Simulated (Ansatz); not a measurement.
# C2H9NSi: small, medium and large basis sets

An exercise on one series of results from a longer session: the logs are not shown, and one member is left open.

Method: one geometry, several basis sets; program: Ansatz 0.2.0, Gaussian basis.

Levels to be run: PBE0-D4/def2-SVP; ωB97M-V/def2-SVP; PBE0-D4/def2-QZVPP; ωB97M-V/def2-QZVPP; the functionals' def2-TZVPP values are taken from earlier runs.

### The geometry

The geometry comes from an earlier relaxation with PBE0-D4 in a triple-zeta def2 set; it is a stationary point, not always the lowest conformer.

SMILES `CCN[SiH3]`, 13 atoms, charge 0, spin multiplicity 1.

Atoms are counted from 1 here; the program's logs count them from 0.

Bond lengths: C1–C2 1.516 Å, C1–H5 1.092 Å, C1–H6 1.093 Å, C1–H7 1.094 Å, C2–N3 1.449 Å, C2–H8 1.096 Å, C2–H9 1.100 Å, N3–Si4 1.715 Å, N3–H10 1.009 Å, Si4–H11 1.486 Å, Si4–H12 1.488 Å, Si4–H13 1.496 Å. Angles: C2–C1–H5 110.6°, C2–C1–H6 111.0°, C2–C1–H7 110.8°, H5–C1–H6 108.7°, H5–C1–H7 107.9°, H6–C1–H7 107.6°, C1–C2–N3 111.9°, C1–C2–H8 109.4°, C1–C2–H9 109.5°, N3–C2–H8 107.8°, N3–C2–H9 112.0°, H8–C2–H9 106.1°, C2–N3–Si4 123.6°, C2–N3–H10 113.3°, Si4–N3–H10 118.0°, N3–Si4–H11 107.4°, N3–Si4–H12 108.6°, N3–Si4–H13 115.4° and more.

Coordinates:

```xyz
13
charge 0, multiplicity 1
C    -0.85667    1.73876   -0.30014
C    -0.19343    0.62884    0.49147
N     0.48852   -0.31717   -0.36898
Si    0.70115   -1.97365    0.02107
H    -1.57940    1.32761   -1.00783
H    -1.37274    2.43805    0.36222
H    -0.11418    2.30686   -0.86854
H    -0.95560    0.07988    1.05581
H     0.48320    1.06682    1.24030
H     1.16227    0.11515   -0.98242
H     1.31329   -2.63454   -1.16082
H    -0.62992   -2.56399    0.32812
H     1.57391   -2.24732    1.20453
```

The first run:

The input, in.yaml:

```yaml
crystal:
  periodic: [false, false, false]
  atoms:
    - {symbol: C, position_ang: [-0.856669, 1.738757, -0.300140]}
    - {symbol: C, position_ang: [-0.193432, 0.628838, 0.491474]}
    - {symbol: N, position_ang: [0.488517, -0.317170, -0.368977]}
    - {symbol: Si, position_ang: [0.701145, -1.973646, 0.021067]}
    - {symbol: H, position_ang: [-1.579396, 1.327613, -1.007831]}
    - {symbol: H, position_ang: [-1.372740, 2.438054, 0.362222]}
    - {symbol: H, position_ang: [-0.114180, 2.306855, -0.868541]}
    - {symbol: H, position_ang: [-0.955599, 0.079882, 1.055815]}
    - {symbol: H, position_ang: [0.483201, 1.066820, 1.240302]}
    - {symbol: H, position_ang: [1.162275, 0.115149, -0.982418]}
    - {symbol: H, position_ang: [1.313288, -2.634542, -1.160820]}
    - {symbol: H, position_ang: [-0.629924, -2.563988, 0.328117]}
    - {symbol: H, position_ang: [1.573914, -2.247324, 1.204530]}
basis:
  gaussian: {orbitals: def2-SVP}
hamiltonian: {xc: pbe0, dispersion: d4}
output: {orbitals: {seedname: orbitals}}
```

The run is started by

```
ansatz run in.yaml --threads 4 --pin off --events-out ev --progress --plain --max-ram 10444MiB
```

Among the steps run: PBE0-D4 in def2-SVP; ωB97M-V in def2-SVP; PBE0-D4 in def2-QZVPP; ωB97M-V in def2-QZVPP.

One of the session's tables, all rows but one given; the rest of the session is left out.

It belongs to the step «Density functionals: the series». 

```
functional       basis  HOMO (eV)  LUMO (eV)
   PBE0-D4    def2-SVP      -6.63       1.10
   PBE0-D4  def2-TZVPP          ?          ?
   PBE0-D4  def2-QZVPP      -6.80       0.29
   ωB97M-V    def2-SVP      -8.95       2.90
   ωB97M-V  def2-TZVPP      -9.11       2.06
   ωB97M-V  def2-QZVPP      -9.13       1.55
```

Estimate the missing values for PBE0-D4, def2-TZVPP.

The run gave: HOMO (eV): -6.77; LUMO (eV): 0.52. In the column «HOMO (eV)» it lies between PBE0-D4, def2-QZVPP (-6.80) and PBE0-D4, def2-SVP (-6.63).
